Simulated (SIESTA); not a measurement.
The system is KLaHf2O6.

```xyz
10
Lattice="0.0000 4.1311 4.1311 4.1311 0.0000 4.1311 4.1311 4.1311 0.0000" Properties=species:S:1:pos:R:3 pbc="T T T"
Hf    6.1966    6.1966    6.1966
Hf    2.0655    2.0655    2.0655
La    4.1311    4.1311    4.1311
K     0.0000    0.0000    0.0000
O     2.0655    0.0000    2.0655
O     2.0655    4.1311    2.0655
O     0.0000    2.0655    2.0655
O     4.1311    2.0655    2.0655
O     2.0655    2.0655    0.0000
O     2.0655    2.0655    4.1311
```

The cell comes from a database or a generator and needn't be the stable form of this composition.

* Program: SIESTA 5.4.2
* Task: single point
* Functional: PBEsol
* Potentials or basis: PseudoDojo 0.4 standard (PBEsol files)
* Basis: DZP (energy shift 0.003 Ry; two zetas on semicore shells; d shell added on K)
* Grid cutoff: 800 Ry
* Energy shift: 0.003 Ry
* k mesh: 6 × 6 × 6
* Occupations: fermi-dirac, width 0.05 eV
* Spin: no spin polarisation

On this cell: pressure -2.5 GPa; largest force zero by symmetry; band gap on the k mesh 2.73 eV, direct.

The same run follows on a disturbed copy (atoms moved at random, drawn with an rms of 0.05 Å):

```xyz
10
Lattice="0.0000 4.1311 4.1311 4.1311 0.0000 4.1311 4.1311 4.1311 0.0000" Properties=species:S:1:pos:R:3 pbc="T T T"
Hf    6.1827    6.1721    6.2382
Hf    2.0294    2.0827    1.9890
La    4.1296    4.1675    4.1287
K     0.0000   -0.0335   -0.0244
O     2.0335   -0.0379    2.0702
O     2.0663    4.1282    2.1034
O     0.0161    2.0770    2.0487
O     4.1608    2.0447    2.0505
O     2.0619    2.0928   -0.0034
O     2.1080    2.0489    4.1522
```

Q: What does the disturbed cell give?

A: The energy moves by +20.3 meV/atom; pressure -1.9 GPa; largest force 2.501 eV/Å; band gap on the k mesh 2.34 eV, direct.

Forces in eV/Å, atoms in the order of the input:
```
Hf   0.132  0.600 -1.818
Hf   0.828 -0.744  2.240
La  -0.012 -0.179 -0.082
K   -0.025  0.124  0.059
O    0.064  0.942  0.019
O    0.196 -0.335  0.060
O   -0.275 -0.053  0.197
O   -0.954 -0.200 -0.195
O    0.176 -0.089  0.108
O   -0.130 -0.067 -0.590
```

Stress tensor (GPa, compression positive):
```
-2.03 -1.35  0.37
-1.35 -2.32 -0.12
 0.37 -0.12 -1.28
```

Caveats: short orbitals over semicore shells can move pressures by several GPa; spin-orbit coupling is left out, which moves the levels of the heavy elements; the basis of atomic orbitals isn't converged, which shifts pressures, moduli and gaps.

A k mesh can miss the band edges.
